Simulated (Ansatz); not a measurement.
Born–Oppenheimer molecular dynamics of a periodic cell of 16 atoms, WC (start crystal WC, start structure P-6m2, volume 1.05 times the crystal's). It starts from a structure without forces on its atoms.

Level of theory: Ansatz 0.2.0, DFT PBEsol, scalar-relativistic, plane waves, PAW. Settings: accuracy low, PAW set soft_1, cutoff 420 eV, k mesh 3x3x3, fermi-dirac smearing 0.24 eV, no spin polarisation.

```yaml
ensemble: NVT, Langevin thermostat
time_step: 0.75 fs
steps_asked: 120
set_temperature: 2800 K
friction: 0.02 /fs
seed: 231470
```

Frames 0.75 fs apart, positions in Å, forces in eV/Å.

Velocities at 45.0 fs (Å/ps):

```
W 5.83 -2.23 0.29
C 8.48 -34.15 -1.95
W 3.10 -6.17 -1.02
C 6.94 4.92 26.66
W 1.06 1.04 0.87
C -2.03 7.03 -7.41
W -2.15 -2.48 0.91
C -4.82 17.70 6.49
W -4.44 -0.07 -2.79
C 24.03 17.89 -19.47
W 4.80 0.85 4.44
C 1.28 -0.10 12.70
W 0.96 -2.76 1.30
C 10.29 -7.55 -1.63
W -0.27 -6.03 1.14
C -12.94 -16.07 10.45
```

```xyz
16
Lattice="-2.9530 -5.1148 0.0000 4.4296 -2.5574 0.0000 0.0000 0.0000 5.7734" Properties=species:S:1:pos:R:3:forces:R:3 time_fs=45.0 energy_less_start_eV=4.190 T=2419
W 0.096 -5.129 -0.081 -3.82 -1.83 4.36
C 1.503 -4.506 1.584 -0.13 2.31 -1.36
W 0.090 -5.315 2.884 -1.44 3.37 2.42
C 1.465 -4.303 4.560 0.31 1.28 -4.15
W -1.565 -2.563 -0.036 3.50 -1.26 3.57
C 0.062 -1.781 1.576 -1.07 0.43 -0.79
W -1.575 -2.656 3.027 4.19 1.68 -3.16
C 0.090 -1.726 4.290 -1.01 0.08 1.07
W 1.301 -2.582 0.095 3.92 -0.46 -1.24
C 3.026 -1.706 1.605 -0.19 -1.95 -2.62
W 1.560 -2.611 2.888 -1.27 -0.85 1.97
C 3.003 -1.893 4.593 -1.00 1.65 -2.52
W 0.053 -0.011 0.076 0.07 -0.97 -0.90
C -1.292 -4.353 1.589 -1.46 0.58 -1.53
W 0.121 -0.004 2.812 -1.41 -2.40 3.60
C -1.537 -4.236 4.344 0.83 -1.66 1.28
16
Lattice="-2.9530 -5.1148 0.0000 4.4296 -2.5574 0.0000 0.0000 0.0000 5.7734" Properties=species:S:1:pos:R:3:forces:R:3 time_fs=45.8 energy_less_start_eV=4.347 T=2231
W 0.100 -5.131 -0.080 -3.97 -1.89 4.47
C 1.510 -4.530 1.583 -0.21 2.57 -1.31
W 0.092 -5.320 2.883 -1.46 3.38 2.46
C 1.472 -4.300 4.579 0.23 1.34 -4.54
W -1.564 -2.562 -0.035 3.66 -1.41 3.66
C 0.059 -1.776 1.571 -0.98 0.30 -0.67
W -1.577 -2.658 3.027 4.28 1.54 -2.99
C 0.088 -1.713 4.293 -0.96 -0.13 1.01
W 1.297 -2.582 0.092 3.98 -0.38 -1.13
C 3.045 -1.694 1.590 -0.42 -2.16 -2.39
W 1.564 -2.611 2.891 -1.28 -0.77 1.75
C 3.003 -1.892 4.602 -1.06 1.63 -2.66
W 0.053 -0.013 0.076 0.09 -0.94 -0.88
C -1.286 -4.357 1.588 -1.52 0.60 -1.45
W 0.121 -0.009 2.813 -1.35 -2.29 3.52
C -1.546 -4.248 4.352 0.96 -1.39 1.13
16
Lattice="-2.9530 -5.1148 0.0000 4.4296 -2.5574 0.0000 0.0000 0.0000 5.7734" Properties=species:S:1:pos:R:3:forces:R:3 time_fs=46.5 energy_less_start_eV=4.488 T=2257
W 0.104 -5.133 -0.080 -4.07 -1.92 4.54
C 1.517 -4.553 1.583 -0.30 2.80 -1.28
W 0.095 -5.324 2.883 -1.48 3.35 2.44
C 1.479 -4.298 4.594 0.11 1.39 -4.84
W -1.562 -2.561 -0.033 3.79 -1.56 3.71
C 0.057 -1.772 1.565 -0.89 0.20 -0.56
W -1.578 -2.660 3.027 4.38 1.40 -2.80
C 0.087 -1.696 4.295 -0.91 -0.40 0.98
W 1.294 -2.583 0.090 4.05 -0.29 -1.03
C 3.063 -1.685 1.574 -0.63 -2.29 -2.11
W 1.567 -2.610 2.894 -1.28 -0.71 1.56
C 3.003 -1.891 4.609 -1.11 1.61 -2.77
W 0.054 -0.016 0.077 0.11 -0.90 -0.86
C -1.281 -4.360 1.587 -1.54 0.59 -1.38
W 0.121 -0.013 2.815 -1.30 -2.17 3.42
C -1.554 -4.261 4.360 1.09 -1.11 0.97
16
Lattice="-2.9530 -5.1148 0.0000 4.4296 -2.5574 0.0000 0.0000 0.0000 5.7734" Properties=species:S:1:pos:R:3:forces:R:3 time_fs=47.2 energy_less_start_eV=4.616 T=2373
W 0.108 -5.135 -0.079 -4.14 -1.92 4.55
C 1.523 -4.575 1.583 -0.36 3.01 -1.25
W 0.097 -5.329 2.884 -1.52 3.29 2.39
C 1.487 -4.295 4.605 -0.02 1.39 -5.06
W -1.561 -2.560 -0.030 3.89 -1.69 3.72
C 0.056 -1.770 1.560 -0.84 0.12 -0.46
W -1.579 -2.663 3.027 4.46 1.28 -2.60
C 0.086 -1.676 4.296 -0.87 -0.71 0.96
W 1.290 -2.585 0.087 4.13 -0.18 -0.96
C 3.081 -1.676 1.555 -0.84 -2.38 -1.79
W 1.570 -2.608 2.897 -1.28 -0.67 1.38
C 3.003 -1.888 4.613 -1.14 1.57 -2.84
W 0.054 -0.019 0.077 0.12 -0.85 -0.85
C -1.277 -4.363 1.585 -1.54 0.58 -1.30
W 0.121 -0.018 2.816 -1.25 -2.03 3.31
C -1.561 -4.275 4.369 1.21 -0.82 0.78
16
Lattice="-2.9530 -5.1148 0.0000 4.4296 -2.5574 0.0000 0.0000 0.0000 5.7734" Properties=species:S:1:pos:R:3:forces:R:3 time_fs=48.0 energy_less_start_eV=4.733 T=2200
W 0.111 -5.138 -0.077 -4.15 -1.87 4.49
C 1.527 -4.598 1.583 -0.39 3.22 -1.25
W 0.100 -5.332 2.884 -1.59 3.22 2.33
C 1.495 -4.290 4.612 -0.15 1.33 -5.15
W -1.559 -2.560 -0.027 3.94 -1.80 3.67
C 0.056 -1.768 1.555 -0.81 0.07 -0.36
W -1.579 -2.665 3.027 4.54 1.16 -2.40
C 0.086 -1.655 4.296 -0.84 -1.05 0.96
W 1.287 -2.587 0.085 4.21 -0.06 -0.91
C 3.098 -1.668 1.537 -1.04 -2.43 -1.46
W 1.572 -2.606 2.899 -1.30 -0.65 1.24
C 3.001 -1.884 4.616 -1.15 1.51 -2.90
W 0.054 -0.022 0.076 0.14 -0.80 -0.83
C -1.274 -4.366 1.581 -1.53 0.56 -1.19
W 0.121 -0.021 2.818 -1.19 -1.91 3.18
C -1.567 -4.290 4.378 1.33 -0.51 0.60
16
Lattice="-2.9530 -5.1148 0.0000 4.4296 -2.5574 0.0000 0.0000 0.0000 5.7734" Properties=species:S:1:pos:R:3:forces:R:3 time_fs=48.8 energy_less_start_eV=4.839 T=2173
W 0.115 -5.141 -0.075 -4.13 -1.80 4.39
C 1.531 -4.621 1.583 -0.40 3.41 -1.26
W 0.102 -5.335 2.884 -1.67 3.11 2.26
C 1.502 -4.284 4.616 -0.27 1.21 -5.19
W -1.557 -2.560 -0.024 3.96 -1.87 3.58
C 0.056 -1.768 1.549 -0.80 0.03 -0.24
W -1.580 -2.667 3.026 4.62 1.04 -2.20
C 0.087 -1.635 4.296 -0.82 -1.39 0.96
W 1.284 -2.590 0.083 4.27 0.07 -0.89
C 3.115 -1.665 1.520 -1.25 -2.41 -1.12
W 1.575 -2.604 2.902 -1.32 -0.64 1.12
C 2.996 -1.878 4.619 -1.11 1.43 -2.95
W 0.054 -0.026 0.075 0.14 -0.73 -0.80
C -1.272 -4.369 1.576 -1.52 0.54 -1.08
W 0.120 -0.025 2.820 -1.11 -1.78 3.03
C -1.570 -4.305 4.387 1.41 -0.22 0.40
16
Lattice="-2.9530 -5.1148 0.0000 4.4296 -2.5574 0.0000 0.0000 0.0000 5.7734" Properties=species:S:1:pos:R:3:forces:R:3 time_fs=49.5 energy_less_start_eV=4.949 T=2239
W 0.117 -5.144 -0.072 -4.10 -1.74 4.28
C 1.532 -4.641 1.585 -0.37 3.57 -1.29
W 0.105 -5.338 2.885 -1.77 2.96 2.17
C 1.510 -4.279 4.620 -0.41 1.12 -5.21
W -1.556 -2.560 -0.020 3.99 -1.95 3.50
C 0.056 -1.769 1.544 -0.80 0.01 -0.12
W -1.580 -2.669 3.026 4.68 0.94 -2.03
C 0.089 -1.614 4.299 -0.82 -1.74 0.94
W 1.280 -2.593 0.082 4.34 0.19 -0.87
C 3.133 -1.665 1.504 -1.47 -2.31 -0.78
W 1.578 -2.601 2.904 -1.36 -0.65 1.02
C 2.988 -1.872 4.621 -0.99 1.33 -2.96
W 0.055 -0.029 0.073 0.12 -0.66 -0.78
C -1.268 -4.373 1.570 -1.53 0.51 -0.96
W 0.119 -0.029 2.822 -1.00 -1.66 2.87
C -1.571 -4.319 4.395 1.49 0.07 0.22
16
Lattice="-2.9530 -5.1148 0.0000 4.4296 -2.5574 0.0000 0.0000 0.0000 5.7734" Properties=species:S:1:pos:R:3:forces:R:3 time_fs=50.2 energy_less_start_eV=5.057 T=1900
W 0.120 -5.147 -0.070 -4.08 -1.68 4.19
C 1.533 -4.661 1.587 -0.33 3.72 -1.33
W 0.108 -5.340 2.886 -1.86 2.79 2.06
C 1.517 -4.278 4.622 -0.54 1.08 -5.23
W -1.555 -2.560 -0.016 4.03 -2.03 3.43
C 0.054 -1.771 1.539 -0.76 0.00 -0.02
W -1.581 -2.671 3.026 4.74 0.86 -1.87
C 0.089 -1.596 4.303 -0.82 -2.07 0.89
W 1.277 -2.596 0.080 4.39 0.28 -0.87
C 3.150 -1.668 1.488 -1.71 -2.14 -0.41
W 1.581 -2.598 2.906 -1.40 -0.67 0.95
C 2.979 -1.864 4.621 -0.87 1.21 -2.95
W 0.055 -0.033 0.072 0.10 -0.61 -0.76
C -1.264 -4.377 1.563 -1.56 0.49 -0.82
W 0.117 -0.032 2.824 -0.89 -1.57 2.72
C -1.573 -4.334 4.404 1.56 0.34 0.03
16
Lattice="-2.9530 -5.1148 0.0000 4.4296 -2.5574 0.0000 0.0000 0.0000 5.7734" Properties=species:S:1:pos:R:3:forces:R:3 time_fs=51.0 energy_less_start_eV=5.153 T=1964
W 0.123 -5.149 -0.068 -4.04 -1.63 4.09
C 1.534 -4.678 1.588 -0.26 3.84 -1.36
W 0.110 -5.342 2.887 -1.94 2.62 1.96
C 1.524 -4.278 4.622 -0.64 1.05 -5.18
W -1.554 -2.561 -0.011 4.04 -2.08 3.33
C 0.051 -1.773 1.535 -0.72 0.01 0.08
W -1.581 -2.673 3.027 4.79 0.78 -1.75
C 0.087 -1.581 4.307 -0.80 -2.36 0.85
W 1.275 -2.598 0.079 4.44 0.34 -0.89
C 3.168 -1.673 1.474 -1.97 -1.94 -0.06
W 1.585 -2.595 2.907 -1.45 -0.71 0.89
C 2.971 -1.855 4.619 -0.76 1.07 -2.91
W 0.055 -0.035 0.071 0.08 -0.60 -0.75
C -1.259 -4.381 1.557 -1.59 0.47 -0.69
W 0.117 -0.035 2.826 -0.79 -1.48 2.58
C -1.573 -4.349 4.415 1.62 0.61 -0.19
16
Lattice="-2.9530 -5.1148 0.0000 4.4296 -2.5574 0.0000 0.0000 0.0000 5.7734" Properties=species:S:1:pos:R:3:forces:R:3 time_fs=51.8 energy_less_start_eV=5.254 T=1972
W 0.125 -5.152 -0.066 -3.96 -1.56 3.99
C 1.534 -4.694 1.591 -0.20 3.95 -1.40
W 0.113 -5.343 2.888 -2.00 2.48 1.87
C 1.531 -4.279 4.620 -0.76 1.00 -5.10
W -1.552 -2.561 -0.007 4.01 -2.12 3.22
C 0.050 -1.776 1.529 -0.70 0.03 0.21
W -1.580 -2.676 3.028 4.83 0.71 -1.63
C 0.083 -1.567 4.308 -0.76 -2.64 0.84
W 1.272 -2.601 0.077 4.50 0.39 -0.93
C 3.187 -1.678 1.461 -2.25 -1.72 0.27
W 1.589 -2.592 2.908 -1.51 -0.76 0.84
C 2.961 -1.846 4.616 -0.60 0.93 -2.85
W 0.056 -0.037 0.070 0.06 -0.61 -0.78
C -1.253 -4.382 1.551 -1.64 0.43 -0.57
W 0.117 -0.038 2.829 -0.68 -1.40 2.44
C -1.571 -4.364 4.427 1.66 0.88 -0.44
16
Lattice="-2.9530 -5.1148 0.0000 4.4296 -2.5574 0.0000 0.0000 0.0000 5.7734" Properties=species:S:1:pos:R:3:forces:R:3 time_fs=52.5 energy_less_start_eV=5.362 T=1903
W 0.127 -5.154 -0.065 -3.87 -1.50 3.91
C 1.537 -4.708 1.594 -0.19 4.05 -1.45
W 0.115 -5.345 2.889 -2.04 2.35 1.77
C 1.537 -4.280 4.616 -0.86 0.97 -4.99
W -1.550 -2.561 -0.002 3.99 -2.14 3.09
C 0.050 -1.779 1.521 -0.69 0.08 0.37
W -1.580 -2.679 3.028 4.89 0.65 -1.49
C 0.080 -1.555 4.309 -0.74 -2.90 0.84
W 1.269 -2.604 0.075 4.55 0.44 -0.98
C 3.205 -1.683 1.448 -2.52 -1.49 0.60
W 1.593 -2.590 2.909 -1.57 -0.80 0.77
C 2.948 -1.835 4.612 -0.42 0.75 -2.78
W 0.056 -0.038 0.070 0.04 -0.64 -0.81
C -1.246 -4.381 1.544 -1.69 0.37 -0.44
W 0.116 -0.041 2.832 -0.54 -1.32 2.29
C -1.568 -4.379 4.441 1.67 1.14 -0.72
16
Lattice="-2.9530 -5.1148 0.0000 4.4296 -2.5574 0.0000 0.0000 0.0000 5.7734" Properties=species:S:1:pos:R:3:forces:R:3 time_fs=53.2 energy_less_start_eV=5.453 T=1939
W 0.129 -5.156 -0.063 -3.78 -1.42 3.85
C 1.539 -4.720 1.596 -0.16 4.12 -1.49
W 0.116 -5.346 2.890 -2.09 2.26 1.67
C 1.540 -4.283 4.607 -0.90 0.93 -4.81
W -1.548 -2.561 0.004 3.93 -2.15 2.91
C 0.053 -1.782 1.514 -0.72 0.16 0.53
W -1.579 -2.682 3.027 4.94 0.60 -1.35
C 0.077 -1.544 4.310 -0.73 -3.13 0.85
W 1.267 -2.606 0.074 4.63 0.45 -1.07
C 3.223 -1.689 1.436 -2.79 -1.26 0.92
W 1.597 -2.587 2.911 -1.64 -0.83 0.71
C 2.935 -1.822 4.609 -0.24 0.53 -2.71
W 0.057 -0.040 0.069 0.02 -0.69 -0.83
C -1.241 -4.379 1.538 -1.73 0.29 -0.31
W 0.114 -0.043 2.834 -0.39 -1.25 2.14
C -1.562 -4.393 4.455 1.64 1.39 -1.00
```

Of the whole run (90 fs, mean temperature of the second half 2571 K): A run of 0.09 ps of so small a system gives no equilibrium averages. Limits of this set-up: coarse k mesh, PAW files made for another functional, low accuracy level.

Time of the run: 20 min on 2 threads of Intel(R) Xeon(R) Platinum 8259CL CPU @ 2.50GHz (Skylake/Cascade Lake), on a shared host, peak memory 1 GiB.
